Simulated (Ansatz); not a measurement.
Crystal: Cd3Se.

```
Cd Se
1.0
    -2.04095    2.04095    6.08708
     2.04095   -2.04095    6.08708
     2.04095    2.04095   -6.08708
Cd Se
3 1
Direct
  0.50000 0.50000 0.00000
  0.25000 0.75000 0.50000
  0.75000 0.25000 0.50000
  0.00000 0.00000 0.00000
```

The cell comes from a database or a generator and needn't be the stable form of this composition.

Base run:

| Item | Value |
| --- | --- |
| Program | Ansatz 0.2.0 |
| Functional | r2SCAN |
| Potentials or basis | Ansatz PAW |
| Cutoff | 500 eV (not typed: the program's choice for these potentials) |
| k mesh | 9 × 9 × 9 |
| Occupations | fermi-dirac, width 0.05 eV |
| Spin | no spin polarisation |

Its results: band gap on the k mesh none (metal or under the smearing width); pressure -2.2 GPa.

Task: The run is repeated on the same cell with these changes: functional from r2SCAN to LDA; cutoff from 500 eV (not typed: the program's choice for these potentials) to 420 eV (not typed: the program's choice for these potentials). What comes out?

Result: Band gap on the k mesh none (metal or under the smearing width); pressure -5.6 GPa.

Caveats: the PAW data sets come from PBE, with cores solved anew for the run's functional, which leaves a small shift of forces and pressure.
